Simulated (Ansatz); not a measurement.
# AlBrH₂O: single points off equilibrium

One table from this session's results is given with a row withheld; the runs are named, their logs left out.

Method: single points in def2-TZVPP; program: Ansatz 0.2.0, Gaussian basis.

Cores are frozen in the correlated methods. Filled d shells of the heavier atoms are correlated.

## Where the work starts

5 atoms, charge 0, spin multiplicity 1.

Atoms are counted from 1 here; the program's logs count them from 0.

Bond lengths: Al1–Br2 2.895 Å, Al1–O3 1.693 Å, Al1–H5 1.673 Å, O3–H4 1.256 Å. Angles: Br2–Al1–O3 87.3°, Br2–Al1–H5 114.9°, O3–Al1–H5 157.7°, Al1–O3–H4 87.1°.

Coordinates:

```xyz
5

Al   -0.57370    0.14640    0.50450
Br    1.21480   -1.62520   -0.92500
O     0.13250    1.42280   -0.35520
H     0.89900    0.56900   -0.86620
H    -1.62580   -0.61450    1.55940
```

Set-up of the first run:

run/in.yaml reads:

```yaml
crystal:
  periodic: [false, false, false]
  atoms:
    - {symbol: Al, position_ang: [-0.573700, 0.146400, 0.504500]}
    - {symbol: Br, position_ang: [1.214800, -1.625200, -0.925000]}
    - {symbol: O, position_ang: [0.132500, 1.422800, -0.355200]}
    - {symbol: H, position_ang: [0.899000, 0.569000, -0.866200]}
    - {symbol: H, position_ang: [-1.625800, -0.614500, 1.559400]}
basis:
  gaussian: {orbitals: def2-TZVPP}
correlation: {method: ccsd_t}
output: {forces: true}
```

The command line of these runs was not kept.

Among the steps run: CCSD(T)/def2-TZVPP; PBE0-D4/def2-TZVPP; wB97M-V/def2-TZVPP; r2SCAN-D4/def2-TZVPP; PBE-D4/def2-TZVPP; LC-wPBE/def2-TZVPP; revPBE-D4/def2-TZVPP.

One table of the session follows, with a row left open; its other results are not shown here.

```
   method  RMS force component (eV/Å)  angle to CCSD(T) forces (°)  dipole (D)
  CCSD(T)                       1.736                    reference        4.34
  PBE0-D4                           ?                            ?           ?
  wB97M-V                       1.757                          4.2        4.41
r2SCAN-D4                       1.585                          3.2        4.11
   PBE-D4                       1.441                          4.3        3.90
  LC-wPBE                       1.836                          5.5        4.51
revPBE-D4                       1.416                          6.4        3.90
```

Q: Estimate the row for PBE0-D4 from the others.

As computed: RMS force component (eV/Å): 1.692; angle to CCSD(T) forces (°): 4.3; dipole (D): 4.24. In the column «RMS force component (eV/Å)» it lies between r2SCAN-D4 (1.585) and CCSD(T) (1.736).
